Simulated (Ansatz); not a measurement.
**COSe (SMILES O=C=[Se]): functionals against CCSD(T) at one geometry**

The task here is to estimate one member of a computed series from the others.

Method: single points in def2-TZVPP; program: Ansatz 0.2.0, Gaussian basis.

Cores are frozen in the correlated methods. Filled d shells of the heavier atoms are correlated.

### Starting geometry

SMILES `O=C=[Se]`, 3 atoms, charge 0, spin multiplicity 1.

Atoms are counted from 1 here; the program's logs count them from 0.

Bond lengths: O1–C2 1.122 Å, C2–Se3 1.674 Å. Angles: O1–C2–Se3 176.6°.

Coordinates:

```tsv
atom	x (Å)	y (Å)	z (Å)
O1	-0.82530	0.97100	-0.37160
C2	-0.10950	0.16160	-0.06970
Se3	0.88790	-1.08040	0.44380
```

The first run:

Input file run/in.yaml:

```yaml
crystal:
  periodic: [false, false, false]
  atoms:
    - {symbol: O, position_ang: [-0.825300, 0.971000, -0.371600]}
    - {symbol: C, position_ang: [-0.109500, 0.161600, -0.069700]}
    - {symbol: Se, position_ang: [0.887900, -1.080400, 0.443800]}
basis:
  gaussian: {orbitals: def2-TZVPP}
correlation: {method: ccsd_t}
output: {forces: true}
```

The command line of these runs was not kept.

Among the steps run: CCSD(T)/def2-TZVPP; PBE0-D4/def2-TZVPP; wB97M-V/def2-TZVPP; r2SCAN-D4/def2-TZVPP; PBE-D4/def2-TZVPP; HSE06-D4/def2-TZVPP; SPW92/def2-TZVPP.

One table of the session follows, with a row left open; its other results are not shown here.

```
   method  RMS force component (eV/Å)  angle to CCSD(T) forces (°)  dipole (D)
  CCSD(T)                       1.832                    reference        0.45
  PBE0-D4                       1.425                          1.4        0.58
  wB97M-V                       1.330                          6.7        0.48
r2SCAN-D4                           ?                            ?           ?
   PBE-D4                       2.182                          4.7        0.60
 HSE06-D4                       1.443                          1.3        0.58
    SPW92                       1.834                         10.3        0.67
```

Estimate the missing values for r2SCAN-D4.

**Answer.** RMS force component (eV/Å): 1.727; angle to CCSD(T) forces (°): 5.5; dipole (D): 0.57. In the column «RMS force component (eV/Å)» it lies between HSE06-D4 (1.443) and CCSD(T) (1.832).
